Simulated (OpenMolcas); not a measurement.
# Tc⁵⁺ among point charges: CASSCF and CASPT2 levels and susceptibility

How does a field of 4 point charges split the states of Tc⁵⁺, and what χT follows?

The numbers are computed with OpenMolcas 26.06 (state-averaged CASSCF and CASPT2, spin-orbit coupling by RASSI with atomic mean-field integrals), except any that are marked as measured or tabulated.

## 1. The atom as given

| Quantity | Value |
| --- | --- |
| Species | Tc⁵⁺ (technetium, Z = 43, 38 electrons) |
| Basis | ANO-RCC-VDZP [6s5p3d1f], 43 functions |
| Scalar Hamiltonian | DKH2, point nucleus |
| Inactive shells | 1s 2s 2p 3s 3p 3d 4s 4p |
| Active space | 2 electrons in 5 orbitals (4d) |
| Some configurations of this space | 4d2 |
| Orbitals | optimised for each spin and parity, averaged over all roots |

The outer shells:

4d2
```
4d [↑ ][↑ ][  ][  ][  ]
```

The ion sits among 4 point charges of -2 e arranged as a square (D4h), 1.93 Å from the ion.

Each step is its own input file, run in one work folder so that later steps find the files of earlier ones. Labels, J, g values, rates, χT and fits are worked out afterwards by a script from the matrices that RASSI stores. The input lists half of the charges; inversion (Group=XYZ) makes the rest.

## 2. GATEWAY and SEWARD: basis and integrals

The input, a.inp:

```
&GATEWAY
Coord
1

Tc 0.0 0.0 0.0
Basis=ANO-RCC-VDZP
Group=XYZ
NoMove
AngMom=0.0 0.0 0.0
AMFI
XField
2 Angstrom 0
1.930000 0.000000 0.000000 -2.000000
0.000000 1.930000 0.000000 -2.000000
&SEWARD
```

Launch:

```
$ OMP_NUM_THREADS=1 MOLCAS_MEM=1689 MOLCAS_PROJECT=a pymolcas a.inp > a.log
```

## 3. Reference wave functions, triplets of even parity, 10 roots

The input, a.inp:

```
&RASSCF
FileOrb=start.orb
Symmetry=1
Spin=3
nActEl=2 0 0
Inactive=9 9
Ras2=5 0
CIRoot=10 10 1
SDav=10
CIMx=300
Iter=120 100
PrWF=0.3
OrbListing=Nothing
MaxOrb=0
>>> COPY $Project.JobIph JOB001
```

start.orb holds the contracted functions of the basis, ordered by shell, or the orbitals of the step before.

## 4. CASSCF: singlets of even parity, 15 roots

The input, a.inp:

```
&RASSCF
FileOrb=start.orb
Symmetry=1
Spin=1
nActEl=2 0 0
Inactive=9 9
Ras2=5 0
CIRoot=15 15 1
SDav=15
CIMx=300
Iter=120 100
PrWF=0.3
OrbListing=Nothing
MaxOrb=0
>>> COPY $Project.JobIph JOB002
```

## 5. State interaction with spin-orbit coupling

The input, a.inp:

```
&RASSI
NrOfJobIphs=2 10 15
1 2 3 4 5 6 7 8 9 10
1 2 3 4 5 6 7 8 9 10 11 12 13 14 15
IphNames
JOB001
JOB002
EJob
SpinOrbit
DIPRint=1.0
SOCoupling=1000.0
Subsets=2
Property=9
'ANGMOM' 1 'ANGMOM' 2 'ANGMOM' 3 'MLTPL  1' 1 'MLTPL  1' 2 'MLTPL  1' 3
'AMFI' 1 'AMFI' 2 'AMFI' 3
SOProperty=3
'ANGMOM' 1 'ANGMOM' 2 'ANGMOM' 3
```

## 6. CASPT2: IPEA 0.25, imaginary shift 0.1 (closed shells correlated: 4s 4p)

The input, a.inp:

```
>>> COPY JOB001 $Project.JobIph
&CASPT2
Multistate=10 1 2 3 4 5 6 7 8 9 10
NoMult
Frozen=8 6
IPEA=0.25
Imaginary=0.1
MaxIter=60
WThr=0.0 0.3 0.05
PrWF=0.5
NoMix
>>> COPY JOB002 $Project.JobIph
&CASPT2
Multistate=15 1 2 3 4 5 6 7 8 9 10 11 12 13 14 15
NoMult
Frozen=8 6
IPEA=0.25
Imaginary=0.1
MaxIter=60
WThr=0.0 0.3 0.05
PrWF=0.5
NoMix
```

(Steps that only read results are left out.)

Before running it: what results should come out? Wanted: spin-free ground state; first state of the same spin within the active space; lowest level; next level.

As calculated:

```
                                            quantity                                                                        value
                                              method  SS-CASPT2, IPEA 0.25, imaginary shift 0.1 (closed shells correlated: 4s 4p)
                              spin-free ground state                                               3E, 2-fold in its orbital part
first state of the same spin within the active space                                                              3A2 at 212 cm⁻¹
                                        lowest level                                                                    1-fold A1
                                          next level                                                                   936.7 cm⁻¹
                                         χT at 300 K                                                               0.05 cm³ K/mol
                           effective moment at 300 K                                                                      0.64 μB
```

Cost by method:

| method | time of its own steps | time with the reference |
| --- | --- | --- |
| A. CASSCF | 7.6 s | 7.6 s |
| B. SS-CASPT2, IPEA 0.25, imaginary shift 0.1, +4s 4p | 2.6 s | 10 s |

Times are of one thread on a shared host.

In words: The spin-free ground state (3E) comes to 72 % from free-ion F terms and keeps the highest spin of the shell. χT at 300 K is 0.05, against 1.00 cm³ K/mol for the spin alone, so spin-orbit coupling lowers it. The field of point charges can differ much from that of real complexes. Point charges carry no covalency, so the field is a model and not that of real ligands.
